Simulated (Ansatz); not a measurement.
**H₈OSSi₃: up Jacob's ladder to CCSD(T)**

An exercise on one series of results from a longer session: the logs are not shown, and one member is left open.

Program: Ansatz 0.2.0, Gaussian basis. Level of theory: functionals in def2-TZVPP, the program's frozen cores in correlated methods. These are calculated values, not measurements.

Levels to be run: PBE-D4, r2SCAN-D4, PBE0-D4, B3LYP-D4, ωB97X-V, ωB97M-V, B2PLYP; CCSD(T)/def2-TZVPP; MP2/def2-QZVPP; extrapolation to the limit.

### The geometry

All runs share one geometry, relaxed beforehand with PBE0-D4 in a triple-zeta def2 set.

SMILES `O[Si]([SiH3])([SiH3])S`, 13 atoms, charge 0, spin multiplicity 1.

Atoms are counted from 1 here; the program's logs count them from 0.

Bond lengths: O1–Si2 1.654 Å, O1–H6 0.960 Å, Si2–Si3 2.348 Å, Si2–Si4 2.337 Å, Si2–S5 2.147 Å, Si3–H7 1.487 Å, Si3–H8 1.488 Å, Si3–H9 1.490 Å, Si4–H10 1.489 Å, Si4–H11 1.487 Å, Si4–H12 1.487 Å, S5–H13 1.345 Å. Angles: Si2–O1–H6 117.0°, O1–Si2–Si3 112.7°, O1–Si2–Si4 105.9°, O1–Si2–S5 112.6°, Si3–Si2–Si4 113.5°, Si3–Si2–S5 103.2°, Si4–Si2–S5 109.1°, Si2–Si3–H7 110.2°, Si2–Si3–H8 109.7°, Si2–Si3–H9 110.5°, H7–Si3–H8 109.0°, H7–Si3–H9 109.0°, H8–Si3–H9 108.5°, Si2–Si4–H10 109.4°, Si2–Si4–H11 111.7°, Si2–Si4–H12 108.6°, H10–Si4–H11 109.2°, H10–Si4–H12 108.9° and more.

Set-up of the first run:

File in.yaml:

```yaml
crystal:
  periodic: [false, false, false]
  atoms:
    - {symbol: O, position_ang: [-1.928931, 0.466725, -0.510938]}
    - {symbol: Si, position_ang: [-0.326857, 0.382274, -0.107562]}
    - {symbol: Si, position_ang: [0.009725, -0.192911, 2.144213]}
    - {symbol: Si, position_ang: [0.630702, -1.132142, -1.608592]}
    - {symbol: S, position_ang: [0.670697, 2.274943, -0.284693]}
    - {symbol: H, position_ang: [-2.448791, 1.155104, -0.089980]}
    - {symbol: H, position_ang: [1.462131, -0.348737, 2.422143]}
    - {symbol: H, position_ang: [-0.680232, -1.477028, 2.442497]}
    - {symbol: H, position_ang: [-0.544224, 0.860959, 3.039482]}
    - {symbol: H, position_ang: [0.624145, -0.543115, -2.975975]}
    - {symbol: H, position_ang: [-0.105746, -2.423932, -1.630184]}
    - {symbol: H, position_ang: [2.037877, -1.381972, -1.197771]}
    - {symbol: H, position_ang: [0.619804, 2.325031, -1.627940]}
basis:
  gaussian: {orbitals: def2-TZVPP}
hamiltonian: {xc: pbe, dispersion: d4}
output: {forces: true, orbitals: {seedname: orbitals}}
```

Launch:

```console
$ ansatz run in.yaml --threads 4 --pin off --events-out ev --progress --plain --max-ram 10444MiB
```

Steps of the session up to this table: PBE-D4 (GGA); r2SCAN-D4 (meta-GGA); PBE0-D4 (hybrid); B3LYP-D4 (hybrid); ωB97X-V (range-separated); ωB97M-V (range-separated); B2PLYP (double hybrid); CCSD(T) in def2-TZVPP; MP2 in def2-QZVPP.

One of the session's tables, all rows but one given; the rest of the session is left out.

```
            method  atomisation energy (kJ/mol)
            PBE-D4                       4042.3
         r2SCAN-D4                       4060.1
           PBE0-D4                       4008.7
          B3LYP-D4                       4040.5
           ωB97X-V                       4092.4
           ωB97M-V                       4059.8
            B2PLYP                       3978.3
     HF/def2-TZVPP                       2979.9
    MP2/def2-TZVPP                       3947.5
   CCSD/def2-TZVPP                       3893.5
CCSD(T)/def2-TZVPP                            ?
           MP2/CBS                       4070.1
       CCSD(T)/CBS                       4066.6
```

Q: Estimate the row for CCSD(T)/def2-TZVPP from the others.

The run gave: atomisation energy (kJ/mol): 3944.0. In the column «atomisation energy (kJ/mol)» it lies between CCSD/def2-TZVPP (3893.5) and MP2/def2-TZVPP (3947.5).

Caveats from the session: Free atoms (1 O, 3 Si, 1 S, 8 H) were run apart at each level; the atomisation energy is their sum less the molecule, without zero-point or spin-orbit terms.
